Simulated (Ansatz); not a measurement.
# ZnPd4F3: the cost of one run

Method: DFT PBE, scalar-relativistic, plane waves, PAW, unless a step names another level, in Ansatz 0.2.0.

4 further runs of the same task are left out: 2 that didn't finish, 2 set aside as unsound or not needed.

## (1) The system as given

It takes space group Cmmm (No. 65, orthorhombic). Conventional cell: a = 6.423 Å, b = 12.567 Å, c = 2.970 Å, α = 90.00°, β = 90.00°, γ = 90.00°. Around Zn (site symmetry mmm) lie 8 Pd at 2.54 Å. Around Pd (site symmetry m) lie 3 F at 2.29 to 2.35 Å and 2 Zn at 2.54 Å. Around F (site symmetry m2m) lie 4 Pd at 2.29 to 2.33 Å. F (site symmetry mmm) has 4 Pd at 2.35 Å as nearest neighbours.

As a file:

```xyz
8
Lattice="3.2115 -6.2836 0.0000 3.2115 6.2836 0.0000 0.0000 0.0000 2.9702" Properties=species:S:1:pos:R:3 pbc="T T T"
Zn    0.0000    0.0000    1.4851
Pd    1.4010   -1.5045    0.0000
Pd    5.0219   -1.5045    0.0000
Pd    1.4010    1.5045    0.0000
Pd    5.0219    1.5045    0.0000
F     3.2115    2.9118    0.0000
F     3.2115   -2.9118    0.0000
F     3.2115    0.0000    0.0000
```

It came out lowest among 21 distinct ends of the trial cells. At a tolerance of 0.05 Å it has space group Cmmm (No. 65).

## (2) Tight relaxation for the response runs, on the response runs' mesh and smearing

Input file input.yaml:

```yaml
crystal:
  lattice:
    - [3.2114545855, -6.2835875583, 0.0]
    - [3.2114545855, 6.2835875583, 0.0]
    - [0.0, 0.0, 2.9702183525]
  atoms:
    - { symbol: Zn, position: [0.0, 0.0, 0.5] }
    - { symbol: Pd, position: [0.3378497734, 0.0984096761, 0.0] }
    - { symbol: Pd, position: [0.9015903239, 0.6621502266, 0.0] }
    - { symbol: Pd, position: [0.0984096761, 0.3378497734, 0.0] }
    - { symbol: Pd, position: [0.6621502266, 0.9015903239, 0.0] }
    - { symbol: F, position: [0.2682994167, 0.7317005833, 0.0] }
    - { symbol: F, position: [0.7317005833, 0.2682994167, 0.0] }
    - { symbol: F, position: [0.5, 0.5, 0.0] }
basis:
  ecutwfc: 420
kpoints:
  mp_grid: { grid: [6, 6, 12] }
hamiltonian:
  xc: pbe
scf:
  occupations: { method: gaussian, width: 0.1 }
output:
  forces: true
  stress: true
  eigenvalues: true
relax:
  adjacent_minimum: "off"
  f_tol: 0.001
  max_steps: 60
  cell: { stress_tol: 0.01 }
```

On the command line:

```console
ansatz run input.yaml --threads 3 --pin off --max-ram 7680MiB --backend cpu --events-out ev --progress --plain --runs-dir out
```

Q: Estimate wall time and peak memory on 3 threads of Intel Xeon 6975P-C (Granite Rapids), shared host.

About 1.9 min, with a peak of 0.88 GiB.
